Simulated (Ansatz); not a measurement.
# AlCl2HO: the cost of one run

Method: unrestricted cation, the program's frozen cores in correlated methods; program: Ansatz 0.2.0, Gaussian basis.

Plan: UKS PBE-D4/def2-TZVPP; UKS r2SCAN-D4/def2-TZVPP; UKS PBE0-D4/def2-TZVPP; UKS B3LYP-D4/def2-TZVPP; UKS wB97X-V/def2-TZVPP; UKS wB97M-V/def2-TZVPP; UKS B2PLYP/def2-TZVPP; UHF-CCSD(T)/def2-TZVPP; UHF-MP2/def2-QZVPP; extrapolation to the limit; then −ε(HOMO) from the neutral's earlier runs with LDA (SPW92), PBE-D4, revPBE-D4, BLYP-D4, r2SCAN-D4, B97M-V, PBE0-D4, B3LYP-D4, r2SCANh-D4, r2SCAN0-D4, HSE06-D4, BHLYP-D4, CAM-B3LYP-D4, LC-ωPBE, ωB97X-V, ωB97M-V.

## 1. The relaxed structure

An earlier PBE0-D4 in a triple-zeta def2 set relaxation fixed the geometry.

SMILES `[OH][Al]([Cl])[Cl]`, 5 atoms, charge 0, spin multiplicity 1.

Atoms are counted from 1 here; the program's logs count them from 0.

Bond lengths: O1–Al2 1.677 Å, O1–H5 0.956 Å, Al2–Cl3 2.070 Å, Al2–Cl4 2.080 Å. Angles: Al2–O1–H5 123.2°, O1–Al2–Cl3 118.5°, O1–Al2–Cl4 121.5°, Cl3–Al2–Cl4 120.0°.

## 2. Cation, UKS PBE-D4/def2-TZVPP

in.yaml reads:

```yaml
crystal:
  periodic: [false, false, false]
  atoms:
    - {symbol: O, position_ang: [0.297049, 1.253461, 0.248904]}
    - {symbol: Al, position_ang: [0.045940, -0.395273, 0.072027]}
    - {symbol: Cl, position_ang: [0.979116, -1.685175, 1.395353]}
    - {symbol: Cl, position_ang: [-1.172054, -1.154186, -1.433156]}
    - {symbol: H, position_ang: [-0.100150, 1.907474, -0.324527]}
basis:
  gaussian: {orbitals: def2-TZVPP}
total_charge: 1
magnetization: {spin_polarized: true, initial_magnetization: 1}
hamiltonian: {xc: pbe, dispersion: d4}
```

Launch:

```console
$ ansatz run in.yaml --threads 4 --pin off --events-out ev --progress --plain --max-ram 10444MiB
```

Q: Estimate wall time and peak memory on 4 threads of Arm Neoverse V1, shared host.

About 13 s, with a peak of 0.44 GiB.
